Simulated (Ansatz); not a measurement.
Runs of Ansatz 0.2.0 on Hf2Pd2Se2Br2O3. Symmetry: P-3m1, No. 164, trigonal system. Conventional cell: a = 3.726 Å, b = 3.726 Å, c = 17.009 Å, α = 90.00°, β = 90.00°, γ = 120.00°. Hf (site symmetry 3m) has 7 O at 2.15 to 2.43 Å as nearest neighbours. Around Pd (site symmetry 3m) lie 3 Se at 2.51 Å and 3 Br at 2.70 Å. Around Se (site symmetry 3m) lie 3 Pd at 2.51 Å and 1 Hf at 2.73 Å. Br (site symmetry 3m) is surrounded by 3 Pd at 2.70 Å. Around O (site symmetry 3m) lie 4 Hf at 2.15 to 2.37 Å. Around O (site symmetry -3m) lie 6 Hf at 2.43 Å and 6 O at 2.48 Å. The cell was built by a generator and needn't be a form met in nature.

| task | potentials or basis | k mesh | cutoff (eV) | basis error allowed | mesh quality | gap on the mesh (eV) | pressure (GPa) | largest force (eV/Å) |
| --- | --- | --- | --- | --- | --- | --- | --- | --- |
| electron localisation function | all-electron PAW datasets made for the crystal | 8 × 8 × 2 | 420 | - | not flagged | none | 0.0 | 0.05 |
| electrostatic potential | all-electron PAW datasets made for the crystal | 8 × 8 × 2 | 420 | - | not flagged | none | 0.0 | 0.05 |
| electric field gradients | all-electron PAW datasets made for the crystal | 8 × 8 × 2 | 420 | - | not flagged | none | 0.0 | 0.05 |
| density of states | all-electron PAW datasets made for the crystal | 6 × 6 × 2 | 420 | - | coarse | none | 0.0 | (a) |
| single point | all-electron LAPW, scalar-relativistic | 4 × 4 × 2 | 327 | 0.005 eV/atom | coarse | none | -0.3 | 0.20 |

Alike in all rows: level PBE; no spin polarisation; cell as given; smearing fermi-dirac 0.05 eV.

Task: Fill in the values left out.

Result: (a) 0.08.

Caveats: some runs use coarse meshes; this functional lacks dispersion, which binds the layers, so the pressure and a relaxed spacing across them are unreliable; the k mesh is thin for a metal, which can move the energy by tens of meV per atom (some runs); the program warned that the printed levels may be off, so bands, gaps and densities of states are rough (some runs).

A k mesh can miss the band edges, and the runs leave out spin-orbit coupling on Br, Hf, Pd, Se.

A gap of «none» marks a metal or a gap under the smearing width.

The runs don't all hold the same shells in valence.
